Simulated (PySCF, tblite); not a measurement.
# C₂H₃BF radical: geometry, infrared bands and EPR parameters

Wanted: the infrared bands and EPR parameters of C₂H₃BF radical (`C=[C]BF`), by calculation.

The runs use tblite 0.8.0 and PySCF 2.14.0, with density-fitted response routines of our own; the level of theory stands in each step. All values are computed, except where a source is named. Atoms are numbered from 0 throughout.

## (1) The starting structure

7 atoms, charge 0, multiplicity 2; geometry from: force field or distance geometry start.

Bonds of the start (Å): C0–C1 1.35, C1–B2 1.56, B2–F3 1.46, C0–H4 1.07, C0–H5 1.09, B2–H6 1.18.

## (2) Optimising the geometry with GFN2-xTB

The job: settings as JSON, then the geometry in Å.

```
{"job": {"kind": "relax", "xc": "GFN2-xTB", "basis": "xTB"}, "charge": 0, "multiplicity": 2}
C      1.269800    -0.141900    -0.149900
C      0.232300     0.705000    -0.003900
B     -1.188500     0.195100     0.385400
F     -2.273500     1.157900     0.529400
H      2.236900     0.251000    -0.402500
H      1.135100    -1.211700    -0.022200
H     -1.408600    -0.950400     0.536100
```

Started as:

```console
OMP_NUM_THREADS=1 python probes_run.py task.json out
```

This one command runs all jobs of the session in turn.

**Question.** This job is followed by: GFN2-xTB harmonic vibrations, gas phase; UKS B3LYP, pcH-1 on B C F H, non-relativistic, mean-field spin-orbit, GIAO. What will the session give for the following? strongest single infrared mode (GFN2-xTB); zero-point energy (GFN2-xTB); g(iso) (B3LYP); ⟨S²⟩; largest a(iso) (averaged by class); potential on the surface of density 0.002 e/bohr³, 1st and 99th percentile.

**Answer**, as computed:

```
                                                                  quantity                    value
                                 strongest single infrared mode (GFN2-xTB)    1209 cm⁻¹, 331 km/mol
                                              zero-point energy (GFN2-xTB)            26.3 kcal/mol
                                                            g(iso) (B3LYP)                  2.00278
                                                                      ⟨S²⟩       0.756 (exact 0.75)
                                        largest a(iso) (averaged by class)  1H on H4, H5, 164.8 MHz
potential on the surface of density 0.002 e/bohr³, 1st and 99th percentile       -0.97 V and 1.27 V
```

**Reading.** Relaxing lowered the energy by 1.113 eV in 43 steps; the close pair that moved most is B2–F3, from 1.458 to 1.336 Å. No mode is imaginary among the 15: a minimum at this level. The strongest single mode, at 1209 cm⁻¹, moves mainly B2. GFN2-xTB is a fitted tight-binding method: band positions and strengths are rough. Its intensities can rank the bands wrongly. C1 carries the largest spin population, 0.85 e. The isotropic g lies 0.5 ppt above the free-electron value. The conformer search found further structures of the same energy, which may be mirror or relabelled copies of this one.
